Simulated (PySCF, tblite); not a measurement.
# C2H9Ge2O radical: geometry, infrared bands and EPR parameters

Wanted: the infrared bands and EPR parameters of C2H9Ge2O radical (`[CH2][CH2][GeH2][O][GeH3]`), by calculation.

Programs: tblite 0.8.0 and PySCF 2.14.0, with density-fitted response routines of our own. Each step states its level of theory. These are calculated values for one molecule in the gas phase, unless marked as measured. Atoms are numbered from 0 throughout.

### 1 Starting geometry

14 atoms, charge 0, multiplicity 2; geometry from: force field or distance geometry start.

Bonds of the start (Å): C0–C1 1.53, C1–Ge2 1.96, Ge2–O3 1.76, O3–Ge4 1.78, C0–H5 1.13, C0–H6 1.11, C1–H7 1.10, C1–H8 1.10, Ge2–H9 1.56, Ge2–H10 1.56, Ge4–H11 1.55, Ge4–H12 1.56, Ge4–H13 1.57.

### 2 Relaxing the molecule with GFN2-xTB

What the job is given:

```
{"job": {"kind": "relax", "xc": "GFN2-xTB", "basis": "xTB"}, "charge": 0, "multiplicity": 2}
C     -2.304400    -0.428300     0.283700
C     -1.785200     0.592600    -0.723700
Ge     0.173200     0.683900    -0.677000
O      0.863000    -0.285000     0.616000
Ge     2.603000     0.000300     0.886800
H     -3.403300    -0.538800     0.031100
H     -2.260200    -0.039900     1.320400
H     -2.151300     0.252500    -1.707300
H     -2.257100     1.552800    -0.450100
H      0.540400     2.185200    -0.475900
H      0.633800     0.177200    -2.079600
H      2.819900     0.718400     2.240400
H      3.273300    -1.399600     0.998500
H      3.254200     0.808100    -0.285300
```

Run with:

```bash
$ OMP_NUM_THREADS=1 python probes_run.py task.json out
```

The driver reads the jobs from task.json and runs them one after another.

**Question.** This job is followed by: GFN2-xTB harmonic vibrations, gas phase; UKS B3LYP, def2-TZVP-core on Ge, pcH-1 on C H O, non-relativistic, mean-field spin-orbit, GIAO. What will the session give for the following? strongest single infrared mode (GFN2-xTB); zero-point energy (GFN2-xTB); g(iso) (B3LYP); ⟨S²⟩; largest a(iso) (averaged by class); potential on the surface of density 0.002 e/bohr³, 1st and 99th percentile.

As calculated:

```
                                                                  quantity                   value
                                 strongest single infrared mode (GFN2-xTB)   1834 cm⁻¹, 604 km/mol
                                              zero-point energy (GFN2-xTB)           55.0 kcal/mol
                                                            g(iso) (B3LYP)                 2.00253
                                                                      ⟨S²⟩      0.755 (exact 0.75)
                                        largest a(iso) (averaged by class)  73Ge on Ge2, -96.1 MHz
potential on the surface of density 0.002 e/bohr³, 1st and 99th percentile      -1.21 V and 1.36 V
```

The optimisation took 135 steps and gained 1.173 eV; among the close pairs (by a distance rule), C1–Ge2 changed most, from 1.961 to 2.082 Å. All 36 modes are real, so the xTB geometry is a minimum. The strongest single mode, at 1834 cm⁻¹, moves mainly H10. GFN2-xTB is a fitted tight-binding method: band positions and strengths are rough. Its intensities can rank the bands wrongly. Most of the unpaired spin sits on C0 (0.97 e). The isotropic g lies 0.2 ppt above the free-electron value. The hyperfine terms hold no scalar relativity, which the heavier nuclei need. These values are for one conformer; the search (at its own cheap level) found 2 more, at 1.03, 1.54 kcal/mol, and measured spectra average over such forms.
